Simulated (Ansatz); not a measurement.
# ZrPdSe4: the cost of one run

Program: Ansatz 0.2.0. Level of theory: DFT PBE, scalar-relativistic, plane waves, PAW. These are calculated values, not measurements.

## (1) The structure to begin with

Symmetry: I4/mmm, No. 139, tetragonal system. Conventional cell: a = 7.073 Å, b = 7.073 Å, c = 6.710 Å, α = 90.00°, β = 90.00°, γ = 90.00°. Zr (site symmetry 4/mmm) is surrounded by 2 Pd at 3.36 Å and 8 Se at 3.77 Å. Pd (site symmetry 4/mmm) has 4 Se at 2.22 Å as nearest neighbours. Se (site symmetry m2m) has 1 Pd at 2.22 Å as nearest neighbours.

Coordinates:

```cif
data_structure
_symmetry_space_group_name_H-M 'I4/mmm'
_symmetry_Int_Tables_number 139
_cell_length_a 7.0727
_cell_length_b 7.0727
_cell_length_c 6.7104
_cell_angle_alpha 90.000
_cell_angle_beta 90.000
_cell_angle_gamma 90.000
_cell_volume 335.67
loop_
_atom_site_label
_atom_site_type_symbol
_atom_site_symmetry_multiplicity
_atom_site_Wyckoff_symbol
_atom_site_fract_x
_atom_site_fract_y
_atom_site_fract_z
_atom_site_occupancy
Zr1 Zr 2 a 0.00000 0.00000 0.00000 1
Pd1 Pd 2 b 0.00000 0.00000 0.50000 1
Se1 Se 8 j 0.31342 0.00000 0.50000 1
```

## (2) Random cell by space group and Wyckoff sites (I4/mmm, No. 139)

input.yaml reads:

```yaml
crystal:
  lattice:
    - [-3.53633312, 3.53633312, 3.35517521]
    - [3.53633312, -3.53633312, 3.35517521]
    - [3.53633312, 3.53633312, -3.35517521]
  atoms:
    - { symbol: Zr, position: [0.0, 0.0, 0.0] }
    - { symbol: Pd, position: [0.5, 0.5, 0.0], spin: 1.0 }
    - { symbol: Se, position: [0.5, 0.81341572, 0.31341572] }
    - { symbol: Se, position: [0.5, 0.18658428, 0.68658428] }
    - { symbol: Se, position: [0.81341572, 0.5, 0.31341572] }
    - { symbol: Se, position: [0.18658428, 0.5, 0.68658428] }
basis:
  ecutwfc: 420
kpoints:
  mp_grid: { grid: [4, 4, 4] }
hamiltonian:
  xc: pbe
scf:
  occupations: { method: gaussian, width: 0.1 }
  lower_state_search: "off"
output:
  forces: true
  stress: true
  eigenvalues: true
  populations: true
magnetization:
  spin_polarized: true
```

Command:

```
ansatz run input.yaml --threads 1 --pin off --max-ram 2560MiB --backend cpu --events-out ev --progress --plain --runs-dir out
```

What time and memory should one allow on 1 thread of Arm Neoverse V1, shared host?

About 39 s, with a peak of 0.58 GiB.
